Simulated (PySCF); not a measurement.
# C₂H₁₀BNSi: electronic excitations and core binding energies

Aim: predict the electronic excitations and core binding energies of C₂H₁₀BNSi (`[BH3-][NH2+][SiH2]C=C`).

Computed with PySCF 2.14.0, with density-fitted response routines of our own, on a single molecule in the gas phase. Atoms are numbered from 0 throughout.

**1. The molecule as given**

15 atoms, charge 0, multiplicity 1; geometry from: GFN2-xTB.

Bonds of the start (Å): B0–N1 1.68, N1–Si2 1.78, Si2–C3 1.89, C3–C4 1.33, B0–H5 1.19, B0–H6 1.19, B0–H7 1.19, N1–H8 1.01, N1–H9 1.01, Si2–H10 1.46, Si2–H11 1.46, C3–H12 1.08, C4–H13 1.08, C4–H14 1.08.

**2. Excited states and response: wB97X-D/def2-SVPD**

The job: settings as JSON, then the geometry in Å.

```
{"job": {"kind": "uv", "xc": "wB97X-D", "basis": "def2-SVPD", "nstates": 8, "ntriplets": 3}, "charge": 0, "multiplicity": 1}
B     -2.435042     0.078979    -0.111839
N     -0.786119     0.377681    -0.098947
Si     0.266786    -1.030137    -0.394268
C      2.044681    -0.393986    -0.435407
C      2.447499     0.854546    -0.244856
H     -2.943148     1.128262     0.140246
H     -2.622083    -0.744846     0.726164
H     -2.683217    -0.309605    -1.208871
H     -0.634328     0.801036     0.809325
H     -0.677953     1.107418    -0.793945
H     -0.104260    -1.581936    -1.694552
H      0.075713    -1.937831     0.735417
H      2.803002    -1.140874    -0.633381
H      3.487272     1.140861    -0.282016
H      1.756783     1.658423    -0.040636
```

Level: TDDFT wB97X-D/def2-SVPD, vertical, gas phase, core orbitals frozen in the response.

Run with:

```
> OMP_NUM_THREADS=1 python probes_run.py task.json out
```

One launch serves the whole session: the jobs run in the order shown.

What it wrote:

```text
coarse grid: 12144 points
cycle   1  E = -450.9540288963  dE =  2.862e-01  |g| = 3.438e-01  |ddm| = 5.858e+00
cycle   2  E = -450.9889711875  dE = -3.494e-02  |g| = 1.673e-01  |ddm| = 1.195e+00
cycle   3  E = -450.9966748497  dE = -7.704e-03  |g| = 3.282e-02  |ddm| = 4.131e-01
cycle   4  E = -450.9969897146  dE = -3.149e-04  |g| = 1.227e-02  |ddm| = 1.013e-01
cycle   5  E = -450.9970290629  dE = -3.935e-05  |g| = 3.543e-03  |ddm| = 2.633e-02
cycle   6  E = -450.9970324228  dE = -3.360e-06  |g| = 1.008e-03  |ddm| = 8.406e-03
final grid: 110264 points
cycle   7  E = -451.0569800481  dE = -6.700e-05  |g| = 5.466e-03  |ddm| = 2.308e-01
cycle   8  E = -451.0569816089  dE = -1.561e-06  |g| = 4.972e-03  |ddm| = 3.095e-02
cycle   9  E = -451.0569867174  dE = -5.108e-06  |g| = 4.945e-04  |ddm| = 6.228e-03
cycle  10  E = -451.0569867843  dE = -6.691e-08  |g| = 1.788e-04  |ddm| = 2.554e-03
cycle  11  E = -451.0569867939  dE = -9.638e-09  |g| = 4.426e-05  |ddm| = 7.201e-04
cycle  12  E = -451.0569867945  dE = -6.223e-10  |g| = 1.912e-05  |ddm| = 1.132e-04
converged SCF energy = -451.0569867945

Static polarisability (au): isotropic 76.861, principal 63.483 77.138 89.963

Singlet excitations
state   eV       nm        f      main configurations
  1   6.7512    183.6   0.00086   H-3->L 0.64, H->L 0.21, H-4->L 0.12
  2   6.9363    178.7   0.01239   H->L+1 0.88
  3   6.9989    177.1   0.01887   H-1->L+1 0.89
  4   7.3326    169.1   0.32656   H-2->L 0.63, H-1->L 0.31
  5   7.5019    165.3   0.00757   H-2->L+1 0.86
  6   7.6322    162.4   0.08071   H-1->L 0.58, H-2->L 0.31
  7   7.6422    162.2   0.00131   H->L 0.74, H-3->L 0.18
  8   8.1056    153.0   0.02298   H-3->L+1 0.76, H->L+3 0.10

Triplet excitations (Tamm-Dancoff, eV): 4.4661 6.2263 6.8596
```

Wall time 98 s (1 thread of Intel Xeon at 2.50GHz, shared host); peak memory 0.76 GiB.

The orbitals next to the gap, with their largest atomic shares:

| orbital | eV | atoms |
| --- | --- | --- |
| HOMO−3 | -11.23 | C3 25 %, N1 16 %, Si2 14 % |
| HOMO−2 | -10.53 | C3 37 %, C4 37 %, Si2 8 % |
| HOMO−1 | -9.75 | B0 42 %, H6 23 %, H7 21 % |
| HOMO | -9.69 | B0 41 %, H5 29 %, H7 10 % |
| LUMO | 0.83 | C4 37 %, C3 33 %, Si2 10 % |
| LUMO+1 | 1.31 | Si2 23 %, B0 11 %, C4 10 % |
| LUMO+2 | 2.05 | Si2 41 %, C3 13 %, H12 12 % |

With each of the 8 states as a Gaussian band of 0.4 eV half-width at 1/e, the curve within the window shown has maxima at 169 nm (ε 16,000) L/(mol cm). Beyond the last state computed it falls off for lack of states. The curve at chosen wavelengths:

(nm, ε (L/mol/cm)): (148, 621), (150, 1011), (152, 1552), (154, 2344), (157, 4330), (159, 6345), (161, 8844), (163, 11528), (165, 13928), (167, 15551), (170, 15847), (172, 14623), (174, 12597), (176, 10191), (178, 7794), (180, 5677), (183, 3269), (185, 2170), (187, 1401), (189, 883), (191, 545), (193, 328), (196, 148), (198, 84), (200, 47), (202, 26)

Leading natural transition orbitals of singlet state 4: the hole lies on C3, C4 about 28 % each; H6, H7 about 8 % each; the particle on C3, C4 about 26 % each; H13, H14 about 11 % each; H12 8 %.

Leading natural transition orbitals of singlet state 1: the hole lies on C3 30 %; H12 14 %; Si2 12 %; the particle on C3, C4 about 31 % each; H12, H13, H14 about 9 % each.

Further results of this job:

| property | computed |
| --- | --- |
| dipole moment (D) | 5.59 |
| polarisability (Å³) | 11.39 |
| HOMO–LUMO gap (eV) | 10.52 |
| −ε(HOMO) (eV) | 9.69 |

Orbitals, density, ELF and potential are computed afterwards from the orbital file.

Frontier orbitals at wB97X-D/def2-SVPD, with the share of their density that lies nearest to each atom:

| orbital | energy (eV) | lies on |
| --- | --- | --- |
| HOMO | -9.69 | H5 48 %; B0 17 %; H7 15 % |
| LUMO | 0.83 | C3, C4 about 28 % each; H12, H13, H14 about 9 % each |

ELF in a plane through or near 9 of the atoms.

Ten even steps from ' ' (0.00) to '@' (1.00):
```
                                                        
                                                        
                                                        
                  ....                  ..              
                ==@@@@##            ::%%@@@@**          
        ::**--..##@@@@@@            ++@@@@@@@@::        
      ::@@@@@@++%%@@@@@@    ::::..  **@@@@@@@@--        
      ++@@@@@@%%--@@@@++  ..****++::**@@@@@@@@::        
      ==@@@@@@==@@::==    --**::****--++@@%%**          
      ..**%%##++==%%++....==##++**%%..@@..--..          
              ==++::==%%==..%%%%##==::::==::..          
            ++%%**++**@@..##..==::..--++++--..          
          **@@@@@@######--**::..    ..--::..            
          %%@@@@@@##====  ....::      ....              
          ++@@@@@@--  ....--==--                        
            ==**--      ..::::..                        
                                                        
                                                        
                                                        
                                                        
```
The map spans 12.3 Å across and 8.8 Å up, centred on the molecule. Atoms in the plane (x, y in Å): B0 (2.4, 0.2), N1 (0.8, 0.4), Si2 (-0.2, -1.1), C3 (-2.0, -0.5), C4 (-2.5, 0.7), H5 (2.9, 1.3), H12 (-2.8, -1.3), H13 (-3.5, 1.0), H14 (-1.8, 1.6).

log10 of the density (e/Å³) in the same plane.

Ten even steps from ' ' (-4.0) to '@' (2.3):
```
                                                        
                                                        
                ......              ........            
          ......::::::::....    ....::::::::....        
        ..::::----====--::::::::::::--------::::..      
      ..::--====++++++==------------========--::..      
    ..::--++++++******++----==++======++**++==::..      
    ..--==************++====++**++++++****++==--..      
    ..--==******@@**++====++**##****++****++==::..      
    ..::--++++********++==++**%%##****%%**++==::..      
      ..::--==++**%%****++++******++++**++++==::..      
      ..::--++****%%******%%**++++==++++++==--::..      
        ::--++********++**@@**++============--::..      
        ::--==++**++++++++**++++==----------::..        
        ..--==============++++==----::::::::....        
          ::::----------========--::::........          
            ..........::::----::::....                  
                      ....::::....                      
                          ....                          
                                                        
```
The map spans 12.3 Å across and 8.8 Å up, centred on the molecule. Atoms in the plane (x, y in Å): B0 (2.4, 0.2), N1 (0.8, 0.4), Si2 (-0.2, -1.1), C3 (-2.0, -0.5), C4 (-2.5, 0.7), H5 (2.9, 1.3), H12 (-2.8, -1.3), H13 (-3.5, 1.0), H14 (-1.8, 1.6).

On the surface of density 0.002 e/bohr³ the electrostatic potential runs, from the 1st to the 99th percentile, from -1.56 to 2.34 V.

**3. X-ray photoelectron lines: SCAN, X2C**

The job, as its differences from that of step 2:

```diff
@@ -1,2 +1,2 @@
-{"job": {"kind": "uv", "xc": "wB97X-D", "basis": "def2-SVPD", "nstates": 8, "ntriplets": 3}, "charge": 0, "multiplicity": 1}
+{"job": {"kind": "xps"}, "charge": 0, "multiplicity": 1}
 B     -2.435042     0.078979    -0.111839
```

With the program's defaults for keys left out, this is: delta-SCF UKS SCAN, pcX-2 on the ionised atom, pcseg-1 elsewhere, spin-free X2C.

What it wrote:

```text
ground state, core basis on atom 0 (B), 155 functions
  cycle   1  E = -451.70678898  |g| = 5.40e-01
  cycle   2  E = -451.68374534  |g| = 6.17e-01
  cycle   3  E = -451.79717820  |g| = 7.12e-02
  cycle   4  E = -451.79826467  |g| = 3.34e-02
  cycle   5  E = -451.79849666  |g| = 9.34e-03
  cycle   6  E = -451.79850811  |g| = 5.13e-03
  cycle   7  E = -451.79851417  |g| = 2.36e-03
  cycle   8  E = -451.79851592  |g| = 7.69e-04
  cycle   9  E = -451.79851536  |g| = 8.70e-05
  E(ground) = -451.83935590 Eh
hole in B 1s of atom 0
  cycle   1  E = -444.27385032  |g| = 1.17e+00
  cycle   2  E = -443.03642150  |g| = 1.68e+00
  cycle   3  E = -444.56530244  |g| = 4.56e-01
  cycle   4  E = -444.66089585  |g| = 2.27e-01
  cycle   5  E = -444.68405551  |g| = 8.32e-02
  cycle   6  E = -444.68667953  |g| = 3.68e-02
  cycle   7  E = -444.68737411  |g| = 1.38e-02
  cycle   8  E = -444.68745554  |g| = 8.55e-03
  cycle   9  E = -444.68749862  |g| = 1.81e-03
  cycle  10  E = -444.68750219  |g| = 9.07e-04
  cycle  11  E = -444.68750300  |g| = 2.43e-04
  E(ion) = -444.72866184 Eh   <S^2> = 0.7697   hole on atom = 1.000   binding energy = 193.492 eV
ground state, core basis on atom 1 (N), 155 functions
  cycle   1  E = -451.82087571  |g| = 7.20e-02
  cycle   2  E = -451.82088792  |g| = 8.14e-03
  cycle   3  E = -451.82088025  |g| = 9.57e-03
  cycle   4  E = -451.82090335  |g| = 3.21e-03
  cycle   5  E = -451.82090622  |g| = 2.64e-04
  E(ground) = -451.85791559 Eh
hole in N 1s of atom 1
  cycle   1  E = -436.17950821  |g| = 1.86e+00
  cycle   2  E = -435.31920458  |g| = 2.17e+00
  cycle   3  E = -436.80469937  |g| = 4.26e-01
  cycle   4  E = -436.86076245  |g| = 1.74e-01
  cycle   5  E = -436.87524620  |g| = 7.52e-02
  cycle   6  E = -436.87767088  |g| = 3.23e-02
  cycle   7  E = -436.87825083  |g| = 7.67e-03
  cycle   8  E = -436.87828946  |g| = 1.60e-03
  cycle   9  E = -436.87829197  |g| = 6.70e-04
  cycle  10  E = -436.87829156  |g| = 1.92e-04
  E(ion) = -436.91446083 Eh   <S^2> = 0.7653   hole on atom = 1.000   binding energy = 406.632 eV
ground state, core basis on atom 2 (Si), 166 functions
  cycle   1  E = -451.90457402  |g| = 2.88e-01
  cycle   2  E = -451.90459399  |g| = 4.33e-02
  cycle   3  E = -451.90436739  |g| = 4.48e-02
  cycle   4  E = -451.90471491  |g| = 1.80e-02
  cycle   5  E = -451.90480043  |g| = 2.54e-03
  cycle   6  E = -451.90480240  |g| = 4.87e-04
  E(ground) = -451.90258921 Eh
hole in Si 1s of atom 2
  cycle   1  E = -382.94315407  |g| = 4.35e+00
  cycle   2  E = -381.29888030  |g| = 2.59e+00
  cycle   3  E = -382.44130615  |g| = 1.52e+00
  cycle   4  E = -383.88357362  |g| = 4.53e-01
  cycle   5  E = -383.90305748  |g| = 4.16e-01
  cycle   6  E = -383.99741652  |g| = 6.82e-02
  cycle   7  E = -383.99910767  |g| = 3.79e-02
  cycle   8  E = -383.99976926  |g| = 1.11e-02
  cycle   9  E = -383.99982622  |g| = 3.00e-03
  cycle  10  E = -383.99983145  |g| = 9.13e-04
  cycle  11  E = -383.99983174  |g| = 3.11e-04
  E(ion) = -384.00540711 Eh   <S^2> = 0.7522   hole on atom = 1.000   binding energy = 1847.576 eV
hole in Si 2p of atom 2
  cycle   1  E = -447.60115296  |g| = 1.24e+00
  cycle   2  E = -445.97015802  |g| = 1.66e+00
  cycle   3  E = -447.63287114  |g| = 6.52e-01
  cycle   4  E = -447.89407424  |g| = 2.16e-01
  cycle   5  E = -447.90437810  |g| = 1.82e-01
  cycle   6  E = -447.92292046  |g| = 3.54e-02
  cycle   7  E = -447.92355396  |g| = 1.26e-02
  cycle   8  E = -447.92361553  |g| = 5.41e-03
  cycle   9  E = -447.92362885  |g| = 1.32e-03
  cycle  10  E = -447.92363000  |g| = 3.63e-04
  E(ion) = -447.93285173 Eh   <S^2> = 0.7521   hole on atom = 1.002   binding energy = 108.022 eV
  2p3/2 = 107.772 eV   2p1/2 = 108.396 eV
ground state, core basis on atom 3 (C), 155 functions
  cycle   1  E = -451.80798422  |g| = 6.13e-02
  cycle   2  E = -451.80786036  |g| = 3.51e-02
  cycle   3  E = -451.80782826  |g| = 3.64e-02
  cycle   4  E = -451.80816694  |g| = 7.73e-03
  cycle   5  E = -451.80818450  |g| = 8.32e-04
  cycle   6  E = -451.80818623  |g| = 2.28e-04
  E(ground) = -451.84740684 Eh
hole in C 1s of atom 3
  cycle   1  E = -440.54197830  |g| = 1.51e+00
  cycle   2  E = -436.02138237  |g| = 2.68e+00
  cycle   3  E = -440.79434374  |g| = 6.61e-01
  cycle   4  E = -441.03693081  |g| = 4.12e-01
  cycle   5  E = -441.10019384  |g| = 2.13e-01
  cycle   6  E = -441.11071050  |g| = 1.03e-01
  cycle   7  E = -441.12310589  |g| = 3.24e-02
  cycle   8  E = -441.12397416  |g| = 1.12e-02
  cycle   9  E = -441.12408011  |g| = 6.73e-03
  cycle  10  E = -441.12413152  |g| = 3.46e-03
  cycle  11  E = -441.12416223  |g| = 2.14e-03
  cycle  12  E = -441.12417907  |g| = 1.11e-03
  cycle  13  E = -441.12418244  |g| = 4.37e-04
  E(ion) = -441.16286523 Eh   <S^2> = 0.8048   hole on atom = 1.000   binding energy = 290.741 eV
ground state, core basis on atom 4 (C), 155 functions
  cycle   1  E = -451.80696989  |g| = 6.07e-02
  cycle   2  E = -451.80624152  |g| = 5.86e-02
  cycle   3  E = -451.80675235  |g| = 3.87e-02
  cycle   4  E = -451.80717054  |g| = 1.51e-03
  cycle   5  E = -451.80717045  |g| = 5.40e-04
  cycle   6  E = -451.80717118  |g| = 1.67e-04
  E(ground) = -451.84683727 Eh
hole in C 1s of atom 4
  cycle   1  E = -440.53119436  |g| = 1.50e+00
  cycle   2  E = -434.96081362  |g| = 2.61e+00
  cycle   3  E = -440.63843481  |g| = 8.00e-01
  cycle   4  E = -441.01268512  |g| = 4.25e-01
  cycle   5  E = -441.07541425  |g| = 2.66e-01
  cycle   6  E = -440.55017746  |g| = 7.11e-01
  cycle   7  E = -441.11028763  |g| = 3.60e-02
  cycle   8  E = -441.11088862  |g| = 1.63e-02
  cycle   9  E = -441.11108828  |g| = 9.58e-03
  cycle  10  E = -441.11119350  |g| = 3.22e-03
  cycle  11  E = -441.11120171  |g| = 2.06e-03
  cycle  12  E = -441.11120618  |g| = 9.14e-04
  cycle  13  E = -441.11120738  |g| = 3.57e-04
  E(ion) = -441.15029699 Eh   <S^2> = 0.7972   hole on atom = 1.000   binding energy = 291.068 eV
```

It took 4.9 min on 1 thread of Intel Xeon at 2.50GHz, shared host; peak memory 0.59 GiB.

The holes in one table. −ε is the ground-state orbital energy:

| hole | stands for | environment | ΔSCF (eV; 2p as the shell's mean) | −ε (eV) | ⟨S²⟩ |
| --- | --- | --- | --- | --- | --- |
| B1s on B0 | B0 | boron bonded to N, 3 H | 193.49 | 177.8 | 0.770 |
| N1s on N1 | N1 | donor nitrogen of a Lewis adduct | 406.63 | 387.5 | 0.765 |
| Si1s on Si2 | Si2 | silicon bonded to C, N, 2 H | 1847.58 | 1794.3 | 0.752 |
| Si2p on Si2 | Si2 | silicon bonded to C, N, 2 H | 107.98 | 97.1 | 0.752 |
| C1s on C3 | C3 | alkene CH | 290.74 | 274.2 | 0.805 |
| C1s on C4 | C4 | terminal =CH2 carbon | 291.07 | 274.5 | 0.797 |

With the spin-orbit splitting: Si2 2p3/2 107.77, 2p1/2 108.40 eV. The table gives each 2p level as the mean over the whole 2p shell (two parts 2p3/2, one part 2p1/2), which differs a little from the single hole in the log.

**4. What came out**

| quantity | value |
| --- | --- |
| lowest singlet (wB97X-D/def2-SVPD) | 6.75 eV (184 nm), f = 0.001 |
| brightest single state of those computed | state 4, 7.33 eV, f = 0.327 |
| lowest triplet | 4.47 eV |
| surface potential, 1st and 99th percentile | -1.56 V and 2.34 V |
| C1s binding energies, SCAN/pcX-2 | C4 291.07, C3 290.74 eV |
| B1s binding energies, SCAN/pcX-2 | B0 193.49 eV |
| N1s binding energies, SCAN/pcX-2 | N1 406.63 eV |
| Si1s binding energies, SCAN/pcX-2 | Si2 1847.58 eV |
| Si2p binding energies, SCAN/pcX-2 | Si2 107.98 eV |

**Reading.** The first singlet state (HOMO−3→LUMO 0.64, HOMO→LUMO 0.21) lies at 6.75 eV and is dark; of the 8 states computed, the strongest absorption comes from state 4 at 7.33 eV. The lowest triplet lies 2.29 eV below the lowest singlet (triplets in Tamm-Dancoff, singlets in full TDDFT). C4 (terminal =CH2 carbon) binds its C1s electron 0.33 eV more tightly than C3 (alkene CH).
